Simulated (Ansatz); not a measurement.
# 2 structures of Sb3Au: ranking of polymorphs by energy

Which structure of Sb3Au is lowest? Aim: a ranking of polymorphs by energy, for 2 structures of Sb3Au, run from a script.

Program: Ansatz 0.2.0 through its Python package. Level of theory: DFT LDA, plane waves, PAW. These are calculated values, not measurements.

**1. The system**

Sb3Au P4/mmm: The structure is tetragonal, space group P4/mmm (No. 123). Conventional cell: a = 3.063 Å, b = 3.063 Å, c = 11.815 Å, α = 90.00°, β = 90.00°, γ = 90.00°. Sb (site symmetry 4mm) has 1 Au at 2.73 Å and 5 Sb at 3.06 to 3.18 Å as nearest neighbours. Around Sb (site symmetry 4/mmm) lie 6 Sb at 3.06 to 3.18 Å. Around Au (site symmetry 4/mmm) lie 2 Sb at 2.73 Å and 4 Au at 3.06 Å.

Sb3Au Im-3m: The structure is cubic, space group Im-3m (No. 229). The conventional cell has a = 6.080 Å, b = 6.080 Å, c = 6.080 Å, α = 90.00°, β = 90.00°, γ = 90.00°. Around Sb (site symmetry 4/mmm) lie 4 Sb at 3.04 Å and 2 Au at 3.04 Å. Around Au (site symmetry m-3m) lie 6 Sb at 3.04 Å.

No structure file is read: the coordinates are typed or built in the script.

**2. The script**

The input, sb3au.py:

```python
# -*- coding: utf-8 -*-
import csv

import ansatz as az
import numpy as np
import spglib

PHASES = {
    "P4/mmm": (
        [(3.06319, 0.0, 0.0), (0.0, 3.06319, 0.0), (0.0, 0.0, 11.81513)],
        [
            ("Sb", (0.0, 0.0, 0.23122)),
            ("Sb", (0.0, 0.0, 0.5)),
            ("Sb", (0.0, 0.0, 0.76878)),
            ("Au", (0.0, 0.0, 0.0)),
        ],
    ),
    "Im-3m": (
        [(-3.04, 3.04, 3.04), (3.04, -3.04, 3.04), (3.04, 3.04, -3.04)],
        [
            ("Sb", (0.0, 0.5, 0.5)),
            ("Sb", (0.5, 0.0, 0.5)),
            ("Sb", (0.5, 0.5, 0.0)),
            ("Au", (0.0, 0.0, 0.0)),
        ],
    ),
}


def build(vectors, sites):
    crystal = az.Crystal(lattice=az.Lattice.of(vectors))
    for symbol, position in sites:
        crystal = crystal.atom(symbol, position)
    return crystal


def run_phase(name, crystal):
    calc = (
        crystal.calculation()
        .functional("lda")
        .basis(460)
        .kpoints(spacing=0.3)
        .occupations("cold", width=0.1)
        .stress()
        .band_table()
    )
    calc = calc.relax(force_tolerance=0.01, cell=True)
    return calc.run(threads=1)


def pressure_gpa(outcome):
    return float(np.trace(outcome.report["stress_gpa"]) / 3)


def volume_per_atom(outcome):
    return abs(np.linalg.det(outcome.lattice.cell_ang)) / len(outcome.lattice.sites)


def space_group(outcome):
    sites = outcome.report["lattice"]["sites"]
    kinds = sorted({site["symbol"] for site in sites})
    cell = (outcome.lattice.cell_ang, [site["position_frac"] for site in sites], [kinds.index(site["symbol"]) for site in sites])
    return spglib.get_spacegroup(cell, symprec=0.01)


def main():
    phases = {name: build(*cell) for name, cell in PHASES.items()}

    done = {}
    for name, crystal in phases.items():
        try:
            done[name] = run_phase(name, crystal)
        except az.NonConvergedError as error:
            print(name, "did not converge:", str(error)[:120])

    energy = {name: o.report["energy_sigma0_ev"] / len(o.lattice.sites) for name, o in done.items()}
    lowest = min(energy.values())
    rows = [(name, len(o.lattice.sites), 1000 * (energy[name] - lowest), pressure_gpa(o), volume_per_atom(o), space_group(o)) for name, o in done.items()]
    rows.sort(key=lambda row: row[2])
    with open("polymorphs.csv", "w", newline="") as handle:
        writer = csv.writer(handle)
        writer.writerow(["phase", "atoms", "dE (meV/atom)", "P (GPa)", "V (A^3/atom)", "space group"])
        writer.writerows([round(v, 4) if isinstance(v, float) else v for v in row] for row in rows)
    print(open("polymorphs.csv").read())
    print("order:", " < ".join(row[0] for row in rows))


if __name__ == "__main__":
    main()
```

**3. The input behind the calls**

The package turns the script's settings into the engine's input (first run):

```yaml
crystal:
  lattice:
    - [3.06319, 0.0, 0.0]
    - [0.0, 3.06319, 0.0]
    - [0.0, 0.0, 11.81513]
  atoms:
    - { symbol: Sb, position: [0.0, 0.0, 0.23122] }
    - { symbol: Sb, position: [0.0, 0.0, 0.5] }
    - { symbol: Sb, position: [0.0, 0.0, 0.76878] }
    - { symbol: Au, position: [0.0, 0.0, 0.0] }
basis:
  ecutwfc: 460.0
kpoints:
  mp_grid:
    kspacing: 0.3
hamiltonian:
  xc: lda
scf:
  occupations:
    method: cold
    width: 0.1
relax:
  f_tol: 0.01
  cell: {}
output:
  stress: true
  eigenvalues: true
```

**4. Running it**

Run with:

```console
python sb3au.py
```

Standard output:

```text
phase,atoms,dE (meV/atom),P (GPa),V (A^3/atom),space group
Im-3m,4,0.0,-0.0369,24.7616,Im-3m (229)
P4/mmm,4,45.857,-0.0094,25.5874,P4/mmm (123)

order: Im-3m < P4/mmm
```

Wall time 42 s (1 thread of Intel Xeon at 2.60GHz (Ice Lake), shared host); peak memory 0.52 GiB.

**5. Inputs of later runs**

The engine's inputs for the other runs:

Run 2, against run 1:

```diff
@@ -3,3 +3,3 @@
-    - [3.06319, 0.0, 0.0]
-    - [0.0, 3.06319, 0.0]
-    - [0.0, 0.0, 11.81513]
+    - [-3.04, 3.04, 3.04]
+    - [3.04, -3.04, 3.04]
+    - [3.04, 3.04, -3.04]
@@ -7,3 +7,3 @@
-    - { symbol: Sb, position: [0.0, 0.0, 0.23122] }
-    - { symbol: Sb, position: [0.0, 0.0, 0.5] }
-    - { symbol: Sb, position: [0.0, 0.0, 0.76878] }
+    - { symbol: Sb, position: [0.0, 0.5, 0.5] }
+    - { symbol: Sb, position: [0.5, 0.0, 0.5] }
+    - { symbol: Sb, position: [0.5, 0.5, 0.0] }
```

Lines on the test bed's own set-up are left out of the output.

A comment line of the script is reworded here; the code is as run.

**6. The runs side by side**

One row for each of the 2 runs:

```csv
run,space group at the end,energy from run 2 (meV/atom),final volume (Å³/atom),pressure (GPa),SCF cycles in all,CPU time (s)
1,P4/mmm,45.86,25.59,-0.01,38,30
2,Im-3m,0.00,24.76,-0.04,28,12
```

Energies are extrapolated to zero smearing width, as in the script. 

**7. How the relaxation of run 1 went**

Relaxation path:

```
step  E - E(step 1) (eV/cell)  largest force component (eV/Å)  pressure (GPa)  volume (Å³)
   1                   0.0000                          0.1372           -5.19       110.86
   2                  -0.1042                          0.2019            4.04        97.73
   3                  -0.1573                          0.0134           -0.54       103.02
   4                  -0.1596                          0.0001            0.06       102.27
   5                  -0.1596                          0.0006            0.00       102.35
   6                  -0.1585                          0.0002           -0.01       102.35
```

Step 1 is the start. Step 6 repeats the geometry before it on a plane-wave basis chosen anew for that cell, so its energy need not be comparable with the rows above.

|  | before | after | change |
| --- | --- | --- | --- |
| a (Å) | 3.063 | 2.997 | -2.2 % |
| b (Å) | 3.063 | 2.997 | -2.2 % |
| c (Å) | 11.815 | 11.395 | -3.6 % |
| volume (Å³/atom) | 27.72 | 25.59 | -7.7 % |
| shortest distance (Å) | 2.732 | 2.658 | -2.7 % |
| space group (0.01 Å) | P4/mmm | P4/mmm | same |

Forces and stress were held to the start's 16 operations: a distortion of lower symmetry was not tested.

**8. The relaxation of run 2, step by step**

Step by step:

```csv
step,energy from step 1 (eV/cell),largest force component (eV/Å),pressure (GPa),volume (Å³)
1,0.0000,0.0000,-7.49,112.38
2,-0.3398,0.0000,2.04,96.73
3,-0.3524,0.0000,-0.55,99.70
4,-0.3537,0.0000,-0.02,99.05
5,-0.3523,0.0000,-0.04,99.05
```

Step 1 is the start. Step 5 repeats the geometry before it on a plane-wave basis chosen anew for that cell, so its energy need not be comparable with the rows above.

Lengths and angles in the start's conventional setting:

|  | before | after | change |
| --- | --- | --- | --- |
| a (Å) | 6.080 | 5.829 | -4.1 % |
| b (Å) | 6.080 | 5.829 | -4.1 % |
| c (Å) | 6.080 | 5.829 | -4.1 % |
| volume (Å³/atom) | 28.09 | 24.76 | -11.9 % |
| shortest distance (Å) | 3.040 | 2.915 | -4.1 % |
| space group (0.01 Å) | Im-3m | Im-3m | same |

The run keeps the 48 symmetry operations of the start, so it could not have lowered the symmetry.

**9. What came out**

| quantity | value |
| --- | --- |
| runs compared | 2 |
| lowest | run 2 (Im-3m) |
| next above it by | 45.9 meV/atom |
| moves of the relaxation of run 1 | 4 |
| energy gained in run 1 (ahead of the last change of basis) | 39.9 meV/atom |
| last largest force component of run 1 | 0.0002 eV/Å |
| relaxed conventional cell of run 1 | a = 2.997 Å, b = 2.997 Å, c = 11.395 Å, α = 90.00°, β = 90.00°, γ = 90.00° |
| space group at the end of run 1 | P4/mmm |
| moves of the relaxation of run 2 | 3 |
| energy gained in run 2 (ahead of the last change of basis) | 88.4 meV/atom |
| last largest force component of run 2 | 0.0000 eV/Å |
| relaxed conventional cell of run 2 | a = 5.829 Å, b = 5.829 Å, c = 5.829 Å, α = 90.00°, β = 90.00°, γ = 90.00° |
| space group at the end of run 2 | Im-3m |

**Reading.** By space group at the end of each run: Im-3m (+0 meV an atom, 24.8 Å³) and P4/mmm (+46 meV an atom, 25.6 Å³). In run 1, the volume shrank by 7.7 % over 4 moves, and the space group stayed P4/mmm. In run 2, over 3 moves the cell shrank by 11.9 % in volume, and the space group stayed Im-3m. Notes:
- For the metals among these cells the mesh is coarse, so their volumes and pressures are rough.
- Pressure is positive in compression.
- Spin-orbit coupling, which matters for elements this heavy, is left out.
- The ranking holds among these structures alone, at zero temperature; the ground state may be another structure. Differences under about 40 meV an atom lie within the error of mesh and functional. Whether this is the phase that is stable at ambient conditions was not tested.
